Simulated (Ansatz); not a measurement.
# CH₇NOSSi: small, medium and large basis sets

An exercise on one series of results from a longer session: the logs are not shown, and one member is left open.

Program: Ansatz 0.2.0, Gaussian basis. Level of theory: one geometry, several basis sets. These are calculated values, not measurements.

The runs, in order: PBE0-D4/def2-SVP; ωB97M-V/def2-SVP; PBE0-D4/def2-QZVPP; ωB97M-V/def2-QZVPP; the functionals' def2-TZVPP values are taken from earlier runs.

## The geometry

An earlier PBE0-D4 in a triple-zeta def2 set relaxation fixed the geometry.

12 atoms, charge 0, spin multiplicity 1.

Atoms are counted from 1 here; the program's logs count them from 0.

Bond lengths: C1–Si2 1.858 Å, C1–H6 1.093 Å, C1–H7 1.092 Å, C1–H8 1.094 Å, Si2–N3 1.711 Å, Si2–O4 1.645 Å, Si2–S5 2.143 Å, N3–H9 1.006 Å, N3–H10 1.007 Å, O4–H11 0.959 Å, S5–H12 1.343 Å. Angles: Si2–C1–H6 111.6°, Si2–C1–H7 109.8°, Si2–C1–H8 110.9°, H6–C1–H7 107.9°, H6–C1–H8 108.3°, H7–C1–H8 108.2°, C1–Si2–N3 107.3°, C1–Si2–O4 112.7°, C1–Si2–S5 111.9°, N3–Si2–O4 110.6°, N3–Si2–S5 114.2°, O4–Si2–S5 100.1°, Si2–N3–H9 120.4°, Si2–N3–H10 121.2°, H9–N3–H10 111.7°, Si2–O4–H11 115.0°, Si2–S5–H12 93.6°.

Set-up of the first run:

in.yaml

```yaml
crystal:
  periodic: [false, false, false]
  atoms:
    - {symbol: C, position_ang: [-1.271006, 0.723512, -0.392964]}
    - {symbol: Si, position_ang: [0.211689, -0.053048, 0.412750]}
    - {symbol: N, position_ang: [0.742385, -1.319040, -0.608944]}
    - {symbol: O, position_ang: [-0.111564, -0.624622, 1.920983]}
    - {symbol: S, position_ang: [1.721639, 1.395208, 0.876460]}
    - {symbol: H, position_ang: [-1.004799, 1.227944, -1.325103]}
    - {symbol: H, position_ang: [-1.709073, 1.465397, 0.277392]}
    - {symbol: H, position_ang: [-2.033628, -0.028468, -0.615102]}
    - {symbol: H, position_ang: [0.403761, -1.386061, -1.554242]}
    - {symbol: H, position_ang: [1.664354, -1.713335, -0.515657]}
    - {symbol: H, position_ang: [-0.380730, -1.543980, 1.956830]}
    - {symbol: H, position_ang: [1.844070, 1.801494, -0.398202]}
basis:
  gaussian: {orbitals: def2-SVP}
hamiltonian: {xc: pbe0, dispersion: d4}
output: {orbitals: {seedname: orbitals}}
```

Started as:

```console
$ ansatz run in.yaml --threads 4 --pin off --events-out ev --progress --plain --max-ram 10444MiB
```

Among the steps run: PBE0-D4 in def2-SVP; ωB97M-V in def2-SVP; PBE0-D4 in def2-QZVPP; ωB97M-V in def2-QZVPP.

One of the session's tables, all rows but one given; the rest of the session is left out.

It belongs to the step «Functionals by basis». 

| functional | basis | HOMO (eV) | LUMO (eV) |
| --- | --- | --- | --- |
| PBE0-D4 | def2-SVP | -6.81 | 1.08 |
| PBE0-D4 | def2-TZVPP | -7.03 | 0.47 |
| PBE0-D4 | def2-QZVPP | -7.08 | 0.07 |
| ωB97M-V | def2-SVP | -9.02 | 2.77 |
| ωB97M-V | def2-TZVPP | -9.26 | 1.92 |
| ωB97M-V | def2-QZVPP | ? | ? |

**Question.** Estimate the row for ωB97M-V, def2-QZVPP.

**Answer.** HOMO (eV): -9.31; LUMO (eV): 1.26. In the column «HOMO (eV)» it is the lowest.
